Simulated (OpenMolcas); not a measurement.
# Zn⁺: CASSCF and CASPT2 terms and fine-structure levels

Aim: the low terms and levels of Zn⁺, with their order and spacing, then second-order correlation under several settings.

The numbers are computed with OpenMolcas 26.06 (state-averaged CASSCF and CASPT2, spin-orbit coupling by RASSI with atomic mean-field integrals), except any that are marked as measured or tabulated.

**1. Starting point**

```
Species                           : Zn⁺ (zinc, Z = 30, 29 electrons)
Basis                             : ANO-RCC-VDZP [5s4p2d1f], 34 functions
Scalar Hamiltonian                : DKH2, point nucleus
Inactive shells                   : 1s 2s 2p 3s 3p 3d
Active space                      : 1 electron in 4 orbitals (4s 4p)
Some configurations of this space : 4p, 4s
Orbitals                          : optimised for each spin and parity, averaged over the low roots
```

The outer shells:

4p
```
4p [↑ ][  ][  ]
```

4s
```
4s [↑ ]
```

The work runs as a chain of OpenMolcas steps in one folder; each step below is one input file. Labels, J, g values, rates, χT and fits are worked out afterwards by a script from the matrices that RASSI stores.

**2. GATEWAY and SEWARD: basis and integrals**

a.inp

```
&GATEWAY
Coord
1

Zn 0.0 0.0 0.0
Basis=ANO-RCC-VDZP
Group=XYZ
NoMove
AngMom=0.0 0.0 0.0
AMFI
&SEWARD
```

**3. CASSCF: doublets of even parity, 1 root**

a.inp

```
&RASSCF
FileOrb=start.orb
Symmetry=1
Spin=2
nActEl=1 0 0
Inactive=8 6
Ras2=1 3
CIRoot=1 1 1
SDav=1
CIMx=300
Iter=120 100
PrWF=0.3
OrbListing=Nothing
MaxOrb=0
Atom
>>> COPY $Project.JobIph JOB001
```

start.orb holds the contracted functions of the basis, ordered by shell, or the orbitals of the step before.

**4. CASSCF: doublets of odd parity, 3 roots**

a.inp

```
&RASSCF
FileOrb=start.orb
Symmetry=2
Spin=2
nActEl=1 0 0
Inactive=8 6
Ras2=1 3
CIRoot=3 3 1
SDav=3
CIMx=300
Iter=120 100
PrWF=0.3
OrbListing=Nothing
MaxOrb=0
Atom
>>> COPY $Project.JobIph JOB002
```

**5. State interaction with spin-orbit coupling**

a.inp

```
&RASSI
NrOfJobIphs=2 1 3
1
1 2 3
IphNames
JOB001
JOB002
EJob
SpinOrbit
DIPRint=1.0
SOCoupling=1000.0
Subsets=2
MEES
Property=10
'ANGMOM' 1 'ANGMOM' 2 'ANGMOM' 3 'MLTPL  1' 1 'MLTPL  1' 2 'MLTPL  1' 3
'AMFI' 1 'AMFI' 2 'AMFI' 3 'MLTPL  2' 6
SOProperty=3
'ANGMOM' 1 'ANGMOM' 2 'ANGMOM' 3
```

**6. CASPT2: IPEA 0.25, imaginary shift 0.1 (closed shells correlated: 3d)**

a.inp

```
>>> COPY JOB001 $Project.JobIph
&CASPT2
Multistate=1 1
Frozen=3 6
IPEA=0.25
Imaginary=0.1
MaxIter=60
WThr=0.0 0.3 0.05
PrWF=0.5
NoMix
>>> COPY JOB002 $Project.JobIph
&CASPT2
Multistate=3 1 2 3
Frozen=3 6
IPEA=0.25
Imaginary=0.1
MaxIter=60
WThr=0.0 0.3 0.05
PrWF=0.5
NoMix
```

**7. CASPT2: IPEA 0, imaginary shift 0.1 (closed shells correlated: 3s 3p 3d)**

a.inp: that of step 6 with these lines changed.

```diff
@@ -3,4 +3,4 @@
 Multistate=1 1
-Frozen=3 6
-IPEA=0.25
+Frozen=2 3
+IPEA=0.0
 Imaginary=0.1
@@ -13,4 +13,4 @@
 Multistate=3 1 2 3
-Frozen=3 6
-IPEA=0.25
+Frozen=2 3
+IPEA=0.0
 Imaginary=0.1
```

(Steps that only read results are left out.)

What does the calculation give? Wanted: lowest level; first excited level; strongest of the lines computed, by gA, at SS-CASPT2 energies.

**Answer**, as computed:

| quantity | value |
| --- | --- |
| method | SS-CASPT2, IPEA 0.25, imaginary shift 0.1 (closed shells correlated: 3d) |
| lowest level | 4s 2S 1/2, 100 % of that term, g = 2.002 |
| ground level listed by NIST | 2S1/2 |
| first excited level | 4p 2P* 1/2 at 48320 cm-1 |
| strongest of the lines computed, by gA, at SS-CASPT2 energies | 4p 2P* 3/2 → 4s 2S 1/2, 204 nm, A = 6.03e+08 s⁻¹ |

What each method costs and misses:

| method | time of its own steps | time with the reference | mean absolute difference from the measured levels (cm-1) |
| --- | --- | --- | --- |
| A. CASSCF | 4.7 s | 4.7 s | 2900 |
| B. SS-CASPT2, IPEA 0.25, imaginary shift 0.1, +3d | 0.58 s | 5.3 s | 250 |
| C. SS-CASPT2, IPEA 0, imaginary shift 0.1, +3s 3p 3d | 0.68 s | 5.4 s | 150 |

Times are of one thread on a shared host.

In words: Method C lies closest to the measured levels (150 cm⁻¹ on average) and A farthest (2900). Only the configurations of the active space and the roots asked for are present. Levels of other configurations are missing from the list.
